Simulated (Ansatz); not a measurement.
**FHf, Hf, F: batch of points and single point**

Aim: for FHf, Hf, F, 6 runs in a chain (batch of points and single point).

Computed with Ansatz 0.2.0 (DFT unrestricted wB97X-V, Gaussian basis def2-TZVPP, and further levels as typed in the inputs, unless a step's input says otherwise).

### Step 1. The system as given

Bond lengths: Hf1–F2 1.850 Å.

As a file:

```xyz
2

Hf    0.0000    0.0000    0.0000
F     0.0000    0.0000    1.8500
```

### Step 2. Batch of points: FHf

Contents of input.yaml:

```yaml
magnetization:
  spin_polarized: true
  initial_magnetization: 1
basis:
  gaussian: { orbitals: def2-TZVPP }
hamiltonian:
  xc: { name: wB97X-V }
batch:
  members: [s0.yaml, s1.yaml, s2.yaml, s3.yaml, s4.yaml, s5.yaml, s6.yaml, s7.yaml, s8.yaml, s9.yaml, s10.yaml]
# s1.yaml, one of 11 members:
crystal:
  periodic: [false, false, false]
  atoms:
    - { symbol: Hf, position_ang: [0.0, 0.0, 0.0] }
    - { symbol: F, position_ang: [0.0, 0.0, 1.71] }
```

The log of the run (excerpt; [...] marks lines left out):

```text
Warning: RAYON_NUM_THREADS=6 ignored (pool sized by the plan → 6); use --threads N
[...]
Functional definition: wB97X-V
[...]
      + integral(e_c_pw_opposite_spin*poly(b97_u_opposite, cos0, cos1)) + vv10(b, c)
[...]
      + integral(e_c_pw_opposite_spin*poly(b97_u_opposite, cos0, cos1)) + vv10(b, c)
[...]
      + integral(e_c_pw_opposite_spin*poly(b97_u_opposite, cos0, cos1)) + vv10(b, c)
[...]
      + integral(e_c_pw_opposite_spin*poly(b97_u_opposite, cos0, cos1)) + vv10(b, c)
[...]
      + integral(e_c_pw_opposite_spin*poly(b97_u_opposite, cos0, cos1)) + vv10(b, c)
[...]
      + integral(e_c_pw_opposite_spin*poly(b97_u_opposite, cos0, cos1)) + vv10(b, c)
[...]
      + integral(e_c_pw_opposite_spin*poly(b97_u_opposite, cos0, cos1)) + vv10(b, c)
[...]
      + integral(e_c_pw_opposite_spin*poly(b97_u_opposite, cos0, cos1)) + vv10(b, c)
[...]
      + integral(e_c_pw_opposite_spin*poly(b97_u_opposite, cos0, cos1)) + vv10(b, c)
[...]
      + integral(e_c_pw_opposite_spin*poly(b97_u_opposite, cos0, cos1)) + vv10(b, c)
[...]
      + integral(e_c_pw_opposite_spin*poly(b97_u_opposite, cos0, cos1)) + vv10(b, c)
Member 1: Total energy: -4021.66638252 eV, -147.7935135743 hartree
Member 0: Total energy: -4021.24544549 eV, -147.7780444235 hartree
Member 2: Total energy: -4021.89124919 eV, -147.8017772719 hartree
Member 3: Total energy: -4022.03514512 eV, -147.8070653497 hartree
Member 5: Total energy: -4022.13473518 eV, -147.8107252169 hartree
Member 4: Total energy: -4022.11231028 eV, -147.8099011170 hartree
Member 8: Total energy: -4021.88527859 eV, -147.8015578565 hartree
Member 7: Total energy: -4022.03463724 eV, -147.8070466856 hartree
Member 6: Total energy: -4022.11249646 eV, -147.8099079593 hartree
Member 9: Total energy: -4021.62033643 eV, -147.7918214118 hartree
Member 10: Total energy: -4021.22598407 eV, -147.7773292298 hartree
```

Run time: 1.8 min. Hardware: 6 threads of Arm Neoverse N1, shared host; peak memory 1.4 GiB.

Energies in eV above the lowest point:

```
Hf1–F2 (Å)  energy
     1.660   0.889
     1.710   0.468
     1.750   0.243
     1.790   0.100
     1.830   0.022
     1.870   0.000
     1.910   0.022
     1.960   0.100
     2.020   0.249
     2.100   0.514
     2.200   0.909
```

### Step 3. Batch of points: wB97X-V, Gaussian basis def2-TZVPP, charge +1

input.yaml, as its differences from that of step 2:

```diff
@@ -1,4 +1,2 @@
-magnetization:
-  spin_polarized: true
-  initial_magnetization: 1
+total_charge: 1
 basis:
@@ -14,2 +12,2 @@
     - { symbol: Hf, position_ang: [0.0, 0.0, 0.0] }
-    - { symbol: F, position_ang: [0.0, 0.0, 1.71] }
+    - { symbol: F, position_ang: [0.0, 0.0, 1.64] }
```

The log of the run (excerpt; [...] marks lines left out):

```text
Warning: RAYON_NUM_THREADS=6 ignored (pool sized by the plan → 6); use --threads N
[...]
Functional definition: wB97X-V
[...]
      + integral(e_c_pw_opposite_spin*poly(b97_u_opposite, cos0, cos1)) + vv10(b, c)
[...]
      + integral(e_c_pw_opposite_spin*poly(b97_u_opposite, cos0, cos1)) + vv10(b, c)
[...]
      + integral(e_c_pw_opposite_spin*poly(b97_u_opposite, cos0, cos1)) + vv10(b, c)
[...]
      + integral(e_c_pw_opposite_spin*poly(b97_u_opposite, cos0, cos1)) + vv10(b, c)
[...]
      + integral(e_c_pw_opposite_spin*poly(b97_u_opposite, cos0, cos1)) + vv10(b, c)
[...]
      + integral(e_c_pw_opposite_spin*poly(b97_u_opposite, cos0, cos1)) + vv10(b, c)
[...]
      + integral(e_c_pw_opposite_spin*poly(b97_u_opposite, cos0, cos1)) + vv10(b, c)
[...]
      + integral(e_c_pw_opposite_spin*poly(b97_u_opposite, cos0, cos1)) + vv10(b, c)
[...]
      + integral(e_c_pw_opposite_spin*poly(b97_u_opposite, cos0, cos1)) + vv10(b, c)
[...]
      + integral(e_c_pw_opposite_spin*poly(b97_u_opposite, cos0, cos1)) + vv10(b, c)
[...]
      + integral(e_c_pw_opposite_spin*poly(b97_u_opposite, cos0, cos1)) + vv10(b, c)
Member 1: Total energy: -4014.37698379 eV, -147.5256331117 hartree
Member 4: Total energy: -4014.99751676 eV, -147.5484372778 hartree
Member 5: Total energy: -4015.02818781 eV, -147.5495644183 hartree
Member 2: Total energy: -4014.69004662 eV, -147.5371379587 hartree
Member 0: Total energy: -4013.79122583 eV, -147.5041069039 hartree
Member 3: Total energy: -4014.89033406 eV, -147.5444983864 hartree
Member 6: Total energy: -4014.99631228 eV, -147.5483930141 hartree
Member 7: Total energy: -4014.88619070 eV, -147.5443461205 hartree
Member 9: Total energy: -4014.30083361 eV, -147.5228346445 hartree
Member 8: Total energy: -4014.67526163 eV, -147.5365946203 hartree
Member 10: Total energy: -4013.74246028 eV, -147.5023148030 hartree
```

It took 22 s on 6 threads of Arm Neoverse N1, shared host; peak memory 0.73 GiB.

Energies in eV above the lowest point:

| Hf1–F2 (Å) | energy |
| --- | --- |
| 1.590 | 1.237 |
| 1.640 | 0.651 |
| 1.680 | 0.338 |
| 1.720 | 0.138 |
| 1.760 | 0.031 |
| 1.800 | 0.000 |
| 1.840 | 0.032 |
| 1.890 | 0.142 |
| 1.950 | 0.353 |
| 2.030 | 0.727 |
| 2.130 | 1.286 |

### Step 4. Single point: Hf, unrestricted wB97X-V, Gaussian basis def2-TZVPP, charge +0

Contents of input.yaml:

```yaml
crystal:
  periodic: [false, false, false]
  atoms:
    - { symbol: Hf, position_ang: [0.0, 0.0, 0.0] }
magnetization:
  spin_polarized: true
  initial_magnetization: 2
basis:
  gaussian: { orbitals: def2-TZVPP }
hamiltonian:
  xc: { name: wB97X-V }
```

Run with:

```
$ ansatz run input.yaml --threads 6 --pin off --max-ram 10240MiB --backend cpu --events-out ev --progress --plain --runs-dir out
```

The log of the run (excerpt; [...] marks lines left out):

```text
Warning: RAYON_NUM_THREADS=6 ignored (pool sized by the plan → 6); use --threads N
[...]
Functional definition: wB97X-V
[...]
      + integral(e_c_pw_opposite_spin*poly(b97_u_opposite, cos0, cos1)) + vv10(b, c)
358 factors; their error is unknown
93 factors; integrals over basis functions are off by at most 8.2e-5 eV
[...]
mean field -1301.29528111 eV, -47.8217195310 hartree, gradient 1.5e-5 eV, S^2 2.003755; 5 other end points of the search recorded, 0 dependent functions left out
reference -1301.29528005 eV, -47.8217194923 hartree; 7, 5 occupied and 49, 51 virtual orbitals, 358 factors
Total energy: -1301.29528005 eV, -47.8217194923 hartree
```

Wall time 5.1 s (6 threads of Arm Neoverse N1, shared host); peak memory 0.2 GiB.

### Step 5. Single point: charge +1

input.yaml, as its differences from that of step 4:

```diff
@@ -6,3 +6,4 @@
   spin_polarized: true
-  initial_magnetization: 2
+  initial_magnetization: 1
+total_charge: 1
 basis:
```

Run with:

```
$ ansatz run input.yaml --threads 6 --pin off --max-ram 10240MiB --backend cpu --events-out ev --progress --plain --runs-dir out
```

The log of the run (excerpt; [...] marks lines left out):

```text
Warning: RAYON_NUM_THREADS=6 ignored (pool sized by the plan → 6); use --threads N
[...]
Functional definition: wB97X-V
[...]
      + integral(e_c_pw_opposite_spin*poly(b97_u_opposite, cos0, cos1)) + vv10(b, c)
358 factors; their error is unknown
93 factors; integrals over basis functions are off by at most 8.2e-5 eV
[...]
mean field -1294.71794263 eV, -47.5800068002 hartree, gradient 2.5e-5 eV, S^2 1.061239; 5 other end points of the search recorded, 0 dependent functions left out
reference -1294.71794126 eV, -47.5800067500 hartree; 6, 5 occupied and 50, 51 virtual orbitals, 358 factors
Total energy: -1294.71794126 eV, -47.5800067500 hartree
```

Wall time 6.3 s (6 threads of Arm Neoverse N1, shared host); peak memory 0.2 GiB.

### Step 6. Single point

input.yaml, as its differences from that of step 5:

```diff
@@ -6,3 +6,3 @@
   spin_polarized: true
-  initial_magnetization: 1
+  initial_magnetization: 3
 total_charge: 1
```

Run with:

```
$ ansatz run input.yaml --threads 6 --pin off --max-ram 10240MiB --backend cpu --events-out ev --progress --plain --runs-dir out
```

The log of the run (excerpt; [...] marks lines left out):

```text
Warning: RAYON_NUM_THREADS=6 ignored (pool sized by the plan → 6); use --threads N
[...]
Functional definition: wB97X-V
[...]
      + integral(e_c_pw_opposite_spin*poly(b97_u_opposite, cos0, cos1)) + vv10(b, c)
358 factors; their error is unknown
93 factors; integrals over basis functions are off by at most 8.2e-5 eV
[...]
mean field -1294.38455885 eV, -47.5677551725 hartree, gradient 6.2e-6 eV, S^2 3.751492; 4 other end points of the search recorded, 0 dependent functions left out
reference -1294.38456121 eV, -47.5677552591 hartree; 7, 4 occupied and 49, 52 virtual orbitals, 358 factors
Total energy: -1294.38456121 eV, -47.5677552591 hartree
```

Wall time 4.3 s (6 threads of Arm Neoverse N1, shared host); peak memory 0.2 GiB.

### Step 7. Single point: F, charge +0

Contents of input.yaml:

```yaml
crystal:
  periodic: [false, false, false]
  atoms:
    - { symbol: F, position_ang: [0.0, 0.0, 0.0] }
magnetization:
  spin_polarized: true
  initial_magnetization: 1
basis:
  gaussian: { orbitals: def2-TZVPP }
hamiltonian:
  xc: { name: wB97X-V }
```

Run with:

```
$ ansatz run input.yaml --threads 6 --pin off --max-ram 10240MiB --backend cpu --events-out ev --progress --plain --runs-dir out
```

The log of the run (excerpt; [...] marks lines left out):

```text
Warning: RAYON_NUM_THREADS=6 ignored (pool sized by the plan → 6); use --threads N
[...]
Functional definition: wB97X-V
[...]
      + integral(e_c_pw_opposite_spin*poly(b97_u_opposite, cos0, cos1)) + vv10(b, c)
156 factors; their error is unknown
27 factors; integrals over basis functions are off by at most 9.0e-5 eV
[...]
mean field -2713.90448222 eV, -99.7341501709 hartree, gradient 1.2e-6 eV, S^2 0.751470; 0 other end points of the search recorded, 0 dependent functions left out
reference -2713.90448189 eV, -99.7341501589 hartree; 5, 4 occupied and 26, 27 virtual orbitals, 156 factors
Total energy: -2713.90448189 eV, -99.7341501589 hartree
```

It took 0.33 s on 6 threads of Arm Neoverse N1, shared host; peak memory 0.082 GiB.

### Step 8. The runs side by side

```
step  system                                            level  set  energy above the lowest (eV)  charge  2S+1 typed  ⟨S²⟩  dipole (D)    time
   4      Hf  unrestricted wB97X-V, Gaussian basis def2-TZVPP    A                           n/a       0           3  2.00         n/a   5.1 s
   5      Hf  unrestricted wB97X-V, Gaussian basis def2-TZVPP    B                         0.000       1           2  1.06         n/a   6.3 s
   6      Hf  unrestricted wB97X-V, Gaussian basis def2-TZVPP    B                         0.333       1           4  3.75         n/a   4.3 s
   7       F  unrestricted wB97X-V, Gaussian basis def2-TZVPP    C                           n/a       0           2  0.75         n/a  0.33 s
```

Energies compare only among runs of one formula, size, charge, level and basis; each such set counts from its lowest member. The letters name the sets, whose settings differ as the inputs show.

```
                                quantity   value
lowest point of the Hf1–F2 scan (step 2)  1.87 Å
lowest point of the Hf1–F2 scan (step 3)  1.80 Å
```

In words: The rows set the runs side by side; convergence of the settings was not tested in this session.
